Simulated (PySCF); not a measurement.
# C4H11BO: geometry, electronic excitations

What electronic excitations should C4H11BO (`COCB(C)C`) show?

Programs: PySCF 2.14.0, with density-fitted response routines of our own. Each step states its level of theory. These are calculated values for one molecule in the gas phase, unless marked as measured. Atoms are numbered from 0 throughout.

### 1 The starting structure

17 atoms, charge 0, multiplicity 1; geometry from: GFN2-xTB.

Bonds of the start (Å): C0–O1 1.40, O1–C2 1.42, C2–B3 1.59, B3–C4 1.57, B3–C5 1.58, C0–H6 1.09, C0–H7 1.10, C0–H8 1.10, C2–H9 1.11, C2–H10 1.10, C4–H11 1.09, C4–H12 1.09, C4–H13 1.09, C5–H14 1.09, C5–H15 1.09, C5–H16 1.09.

### 2 Relaxing the molecule at PBE0-D3(BJ)/def2-SVP

Job settings and geometry (Å):

```
{"job": {"xc": "PBE0", "basis": "def2-SVP", "d3": "d3bj", "grid": 1, "kind": "geom"}, "charge": 0, "multiplicity": 1}
C      2.629621    -0.879373    -0.423744
O      1.272814    -0.932722    -0.083753
C      0.603036     0.303934    -0.276100
B     -0.926519     0.279343     0.147753
C     -1.545680    -1.029519     0.750567
C     -1.779339     1.591419    -0.037242
H      3.034776    -1.878620    -0.274041
H      2.770731    -0.584668    -1.472762
H      3.174774    -0.167556     0.211686
H      1.126920     1.093130     0.293163
H      0.699443     0.605693    -1.334476
H     -2.568630    -0.928937     1.104466
H     -0.931502    -1.405531     1.566434
H     -1.525868    -1.818376    -0.000354
H     -1.283844     2.372235    -0.609091
H     -2.021601     2.009784     0.939351
H     -2.736131     1.381794    -0.511767
```

**Question.** This job is followed by: TDDFT PBE0/aug-cc-pVDZ, vertical, gas phase, core orbitals frozen in the response; TDDFT PBE0/6-31+G*, vertical, gas phase, core orbitals frozen in the response. Predict these results of the whole session: point group; rotational constants (main isotopes); lowest singlet (PBE0/aug-cc-pVDZ); brightest single state of those computed; lowest triplet; range of the lowest singlet.

The runs gave:

| quantity | value |
| --- | --- |
| point group | C1 |
| rotational constants (main isotopes) | 6.64, 1.83, 1.49 GHz |
| lowest singlet (PBE0/aug-cc-pVDZ) | 5.94 eV (209 nm), f = 0.019 |
| brightest single state of those computed | state 8, 7.13 eV, f = 0.056 |
| lowest triplet | 5.69 eV |
| range of the lowest singlet | 5.94 to 6.07 eV |

**Reading.** Over 5 steps the energy fell by 0.059 eV; of the close pairs, O1–C2 changed most, 1.419 to 1.398 Å. The lowest singlet, at 5.94 eV, is HOMO→LUMO 0.99 and is weak; of the 10 states computed, the strongest absorption comes from state 8 at 7.13 eV. The lowest triplet lies 0.25 eV below the lowest singlet (triplets in Tamm-Dancoff, singlets in full TDDFT). The lowest singlet runs from 5.94 eV (PBE0/aug-cc-pVDZ) to 6.07 eV (PBE0/6-31+G*), while the orbital gap spans 7.12 to 7.26 eV. The lowest state need not be the same one in every run.
